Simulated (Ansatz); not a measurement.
# La2Zr2O: the cost of one run

Method: DFT PBE, scalar-relativistic, plane waves, PAW, in Ansatz 0.2.0.

### Step 1. The structure to begin with

It takes space group P4/mmm (No. 123, tetragonal). The conventional cell has a = 4.301 Å, b = 4.301 Å, c = 6.225 Å, α = 90.00°, β = 90.00°, γ = 90.00°. Around La (site symmetry mmm) lie 2 O at 2.15 Å. Zr (site symmetry 4mm) is surrounded by 1 O at 1.97 Å. O (site symmetry 4/mmm) has 2 Zr at 1.97 Å and 4 La at 2.15 Å as nearest neighbours.

Coordinates:

```cif
data_structure
_symmetry_space_group_name_H-M 'P4/mmm'
_symmetry_Int_Tables_number 123
_cell_length_a 4.3007
_cell_length_b 4.3007
_cell_length_c 6.2248
_cell_angle_alpha 90.000
_cell_angle_beta 90.000
_cell_angle_gamma 90.000
_cell_volume 115.14
loop_
_atom_site_label
_atom_site_type_symbol
_atom_site_symmetry_multiplicity
_atom_site_Wyckoff_symbol
_atom_site_fract_x
_atom_site_fract_y
_atom_site_fract_z
_atom_site_occupancy
La1 La 2 f 0.00000 0.50000 0.00000 1
Zr1 Zr 2 h 0.50000 0.50000 0.68403 1
O1 O 1 c 0.50000 0.50000 0.00000 1
```

Recipe of the guess: random cell by space group and Wyckoff sites (P4/mmm, No. 123). Its size is a rough estimate.

### Step 2. The guess as it stands, on a coarse mesh

File input.yaml:

```yaml
crystal:
  lattice:
    - [4.30074688, 0.0, 0.0]
    - [0.0, 4.30074688, 0.0]
    - [0.0, 0.0, 6.22478476]
  atoms:
    - { symbol: La, position: [0.0, 0.5, 0.0] }
    - { symbol: La, position: [0.5, 0.0, 0.0] }
    - { symbol: Zr, position: [0.5, 0.5, 0.6840257] }
    - { symbol: Zr, position: [0.5, 0.5, 0.3159743] }
    - { symbol: O, position: [0.5, 0.5, 0.0] }
basis:
  ecutwfc: 420
kpoints:
  mp_grid: { grid: [4, 4, 4] }
hamiltonian:
  xc: pbe
scf:
  occupations: { method: gaussian, width: 0.1 }
  lower_state_search: "off"
output:
  forces: true
  stress: true
  eigenvalues: true
```

Run with:

```bash
$ ansatz run input.yaml --threads 1 --pin off --max-ram 2560MiB --backend cpu --events-out ev --progress --plain --runs-dir out
```

Q: Estimate wall time and peak memory on 1 thread of Intel Xeon Platinum 8259CL at 2.50GHz (Skylake/Cascade Lake), shared host.

About 5.4 s, with a peak of 0.44 GiB.
